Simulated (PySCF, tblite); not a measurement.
**C6H11N3: geometry, infrared bands and NMR shifts**

Aim: predict the infrared bands and NMR shifts of C6H11N3 (`CCn1nnc(C)c1C`).

Programs: tblite 0.8.0 and PySCF 2.14.0, with density-fitted response routines of our own. Each step states its level of theory. These are calculated values for one molecule in the gas phase, unless marked as measured. Atoms count from 0, in the outputs and in this text.

## 1. Starting geometry

20 atoms, charge 0, multiplicity 1; geometry from: force field or distance geometry start.

Bonds of the start (Å): C0–C1 1.52, C1–N2 1.44, N2–N3 1.34, N3–N4 1.33, N4–C5 1.38, C5–C6 1.47, C5–C7 1.38, C7–C8 1.48, C7–N2 1.37, C0–H9 1.10, C0–H10 1.10, C0–H11 1.08, C1–H12 1.11, C1–H13 1.09, C6–H14 1.10, C6–H15 1.08, C6–H16 1.09, C8–H17 1.10, C8–H18 1.09, C8–H19 1.09.

## 2. Relaxing the molecule with GFN2-xTB

What the job is given:

```
{"job": {"kind": "relax", "xc": "GFN2-xTB", "basis": "xTB"}, "charge": 0, "multiplicity": 1}
C      2.648700     0.554700    -0.792200
C      1.921500    -0.614400    -0.159700
N      0.713800    -0.225000     0.518100
N      0.750400     0.206200     1.781700
N     -0.486500     0.493400     2.167800
C     -1.323800     0.255900     1.098000
C     -2.770500     0.499800     1.208800
C     -0.570900    -0.199800     0.033100
C     -0.954000    -0.610200    -1.340000
H      2.905200     1.310400    -0.039600
H      2.003900     1.041400    -1.542900
H      3.554100     0.219400    -1.282500
H      2.564800    -1.098200     0.605600
H      1.679900    -1.374100    -0.905100
H     -3.040900     0.844800     2.220300
H     -3.091400     1.265300     0.512100
H     -3.328400    -0.418200     1.008800
H     -2.021600    -0.420600    -1.527900
H     -0.384500    -0.045600    -2.080700
H     -0.775100    -1.674500    -1.486500
```

Command:

```sh
> OMP_NUM_THREADS=1 python probes_run.py task.json out
```

The driver reads the jobs from task.json and runs them one after another.

**Question.** This job is followed by: GFN2-xTB harmonic vibrations, gas phase; GIAO PBE0/pcSseg-1 NMR shielding, non-relativistic, gas phase. What will the session give for the following? strongest single infrared mode (GFN2-xTB); zero-point energy (GFN2-xTB); ¹³C shifts against TMS (PBE0/pcSseg-1); ¹H shifts against TMS (PBE0/pcSseg-1, means over atoms taken as alike); ¹⁵N shifts against NH3 (PBE0/pcSseg-1).

**Answer**, as computed:

| quantity | value |
| --- | --- |
| strongest single infrared mode (GFN2-xTB) | 1292 cm⁻¹, 63 km/mol |
| zero-point energy (GFN2-xTB) | 105.2 kcal/mol |
| ¹³C shifts against TMS (PBE0/pcSseg-1) | 144.3, 133.5, 44.4, 19.1, 12.8, 9.6 ppm |
| ¹H shifts against TMS (PBE0/pcSseg-1, means over atoms taken as alike) | 4.28, 2.50, 2.33, 1.36 ppm |
| ¹⁵N shifts against NH3 (PBE0/pcSseg-1) | 395.6, 386.1, 274.0 ppm |

Relaxing lowered the energy by 0.130 eV in 48 steps; the close pair that moved most is N3–N4, from 1.327 to 1.279 Å. No mode is imaginary among the 54: a minimum at this level. The strongest single mode, at 1292 cm⁻¹, is spread over several atoms, N2, H13, N3 among them. GFN2-xTB is a fitted tight-binding method: band positions and strengths are rough. Its intensities can rank the bands wrongly. H12, H13 (mean) (hydrogen on an sp3 CH2 bonded to N) lies farthest downfield among hydrogen, at 4.28 ppm; its carbon carries N, which withdraws density. At PBE0/pcSseg-1: The widest tensor belongs to N4: span 511 ppm, with a paramagnetic part of -450 ppm. NICS(1)zz of -31 ppm above the planar ring from N2 marks a diatropic (aromatic) ring current.
